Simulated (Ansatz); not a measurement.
# F3H3OSi: the cost of one run

Method: PBE0-D4, def2-SVP first, then def2-TZVP; program: Ansatz 0.2.0, Gaussian basis.

153 further runs of the same task are left out: 1 that didn't finish, 152 set aside as unsound or not needed.

### Step 1. Where the work starts

The guess: 8 atoms, charge 0, spin multiplicity 1.

Atoms are counted from 1 here; the program's logs count them from 0.

Bond lengths: Si1–O2 1.719 Å, Si1–F3 1.616 Å, Si1–F4 1.588 Å, Si1–H5 1.425 Å, O2–H6 1.140 Å, O2–H8 0.962 Å. Angles: O2–Si1–F3 96.0°, O2–Si1–F4 109.4°, O2–Si1–H5 116.5°, F3–Si1–F4 97.6°, F3–Si1–H5 104.3°, F4–Si1–H5 125.9°, Si1–O2–H6 88.4°, Si1–O2–H8 123.3°, H6–O2–H8 130.9°.

Coordinates:

| atom | x (Å) | y (Å) | z (Å) |
| --- | --- | --- | --- |
| Si1 | -0.58290 | 0.32040 | -0.07880 |
| O2 | 0.62780 | -0.89650 | -0.17110 |
| F3 | -1.26590 | -0.01150 | -1.50500 |
| F4 | 0.04780 | 1.72420 | -0.47040 |
| H5 | -1.62620 | 0.10780 | 0.86890 |
| H6 | 1.08380 | -0.46960 | 0.78260 |
| F7 | 0.67790 | 0.39810 | 1.57030 |
| H8 | 1.03770 | -1.17300 | -0.99640 |

Distances that are to change: Si1–F7 2.08 Å, O2–H6 1.14 Å, Si1–O2 1.72 Å, H6–F7 1.24 Å.

### Step 2. Constrained relaxation of the guess

hold/in.yaml

```yaml
crystal:
  periodic: [false, false, false]
  atoms:
    - {symbol: Si, position_ang: [-0.582900, 0.320400, -0.078800]}
    - {symbol: O, position_ang: [0.627800, -0.896500, -0.171100]}
    - {symbol: F, position_ang: [-1.265900, -0.011500, -1.505000]}
    - {symbol: F, position_ang: [0.047800, 1.724200, -0.470400]}
    - {symbol: H, position_ang: [-1.626200, 0.107800, 0.868900]}
    - {symbol: H, position_ang: [1.083800, -0.469600, 0.782600]}
    - {symbol: F, position_ang: [0.677900, 0.398100, 1.570300]}
    - {symbol: H, position_ang: [1.037700, -1.173000, -0.996400]}
basis:
  gaussian: {orbitals: def2-SVP}
hamiltonian: {xc: pbe0, dispersion: d4}
relax: {f_tol: 0.04, max_steps: 150, escape_saddle: false, constraints: [{distance: [0, 6]}, {distance: [1, 5]}, {distance: [0, 1]}, {distance: [5, 6]}]}
```

The run is started by

```sh
$ ansatz run in.yaml --threads 4 --pin off --events-out ev --progress --plain --max-ram 9574MiB
```

**Question.** How long does this run take on 4 threads of Arm Neoverse V1, shared host?

About 6.5 s.
